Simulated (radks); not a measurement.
# P¹²⁺ in [He] 3s1: an all-electron calculation

An exercise on one series of results from a longer session: the logs are not shown, and one member is left open.

The numbers are computed with radks (a radial shooting solver on a logarithmic mesh, Libxc functionals) version 1 (scalar-relativistic Kohn-Sham, AM05, spin-polarised, spherical densities, point nucleus; open shells are filled with parallel spins first), except any that are marked as measured or tabulated.

## The system

* element: phosphorus (Z = 15)
* charge: +12
* electrons: 3
* configuration: [He] 3s1

Outer shells as boxes (Hund's rule):

P¹²⁺
```
[He] core
3s [↑ ]
```

The first run:

Input:

```text
Z 15
configuration [He] 3s1 2s0 2p0
relativity scalar-relativistic
functional am05,am05
spin polarised
nucleus point
c 137.035999084
```

One of the session's tables, all rows but one given; the rest of the session is left out.

It belongs to the step «Shells». From the orbitals of this run (lengths in bohr):

| level | <r> | outermost maximum (interpolated) | 90 % within | nodes |
| --- | --- | --- | --- | --- |
| 1s up | 0.1026 | 0.0675 | 0.183 | 0 |
| 1s down | 0.1026 | 0.0675 | 0.183 | 0 |
| 2s up | ? | ? | ? | ? |
| 2p up | 0.3698 | 0.293 | 0.595 | 0 |
| 3s up | 0.9936 | 0.960 | 1.43 | 2 |

Estimate the missing values for 2s up.

As computed: <r>: 0.4317; outermost maximum (interpolated): 0.371; 90 % within: 0.661; nodes: 1. In the column «<r>» it lies between 2p up (0.3698) and 3s up (0.9936).
